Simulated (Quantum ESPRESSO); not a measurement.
## Hf: relaxation of cell and atoms with LDA

Hf:

```xyz
2
Lattice="3.1975 0.0000 0.0000 -1.5987 2.7691 0.0000 0.0000 0.0000 5.0500" Properties=species:S:1:pos:R:3 pbc="T T T"
Hf    0.0000    1.8461    1.2625
Hf    1.5988    0.9230    3.7875
```

| Item | Value |
| --- | --- |
| Program | Quantum ESPRESSO 7.5 |
| Task | relaxation of cell and atoms |
| Functional | LDA |
| Potentials or basis | GBRV 1.5 LDA |
| Cutoff | 612 eV |
| Density cutoff | 4898 eV |
| k mesh | 21 × 21 × 12 |
| Occupations | gaussian, width 0.1 eV |
| Spin | no spin polarisation |
| Target pressure | 80 GPa |
| Form of the LDA correlation | PZ81 |
| Mixing beta | 0.5 |
| Most SCF iterations | 120 |
| SCF threshold | 4e-10 Ry |
| Most ionic steps | 40 |
| Forc conv thr | 0.0004 Ry/bohr |
| Etot conv thr | 1e-05 Ry |
| Ion dynamics | bfgs |
| Cell dynamics | bfgs |
| Press conv thr | 0.3 kbar |

- Relaxed volume: 14.50 Å³/atom
- Relaxed cell: a = 2.713 Å, b = 2.713 Å, c = 4.550 Å, α = 90.00°, β = 90.00°, γ = 120.00°
- Space group after relaxing (to 0.05 Å): P6_3/mmc (No. 194)
- Energy change on relaxing (the enthalpy is what falls): +1200.8 meV/atom
- Ionic steps: 8
- Pressure after relaxing: 79.5 GPa
- Band gap on the k mesh: none (metal or under the smearing width)

Step by step:
```tsv
step	energy change (eV)	largest force (eV/Å)	pressure (GPa)	volume (Å³)
1	0.0000	0.0000	-7.49	44.71
2	2.9601	0.0000	94.52	28.07
3	2.1381	0.0000	74.51	29.58
4	2.3151	0.0000	78.68	29.20
5	2.4290	0.0000	80.96	28.95
6	2.4210	0.0000	80.53	28.96
7	2.4041	0.0000	80.06	29.00
8	2.4015	0.0000	80.00	29.00
```

Final structure:
```xyz
2
Lattice="2.7128 0.0000 0.0000 -1.3564 2.3494 0.0000 0.0000 0.0000 4.5504" Properties=species:S:1:pos:R:3 pbc="T T T"
Hf    0.0000    1.5663    1.1376
Hf    1.3564    0.7831    3.4128
```

Levels at points of the mesh, in eV from the Fermi level:
| k point | band 8 | band 9 | band 10 | band 11 | band 12 | band 13 | band 14 | band 15 | band 16 | band 17 |
| --- | --- | --- | --- | --- | --- | --- | --- | --- | --- | --- |
| (0.00, 0.00, 0.00) | -28.46 | -8.37 | -5.21 | 0.67 | 1.25 | 1.25 | 2.42 | 2.42 | 2.86 | 4.24 |
| (0.00, 0.00, -0.50) | -28.62 | -5.75 | -5.75 | -0.17 | -0.17 | 1.23 | 1.23 | 1.23 | 1.23 | 7.30 |

Wall time 8.4 min on 1 thread of Intel(R) Xeon(R) 6975P-C (Granite Rapids), on a shared host, peak memory 0.44 GiB.

Caveat: the volume moved by over 15 % at a fixed basis, so the end points are rough. Spin-orbit coupling is left out, which matters for the levels of Hf.
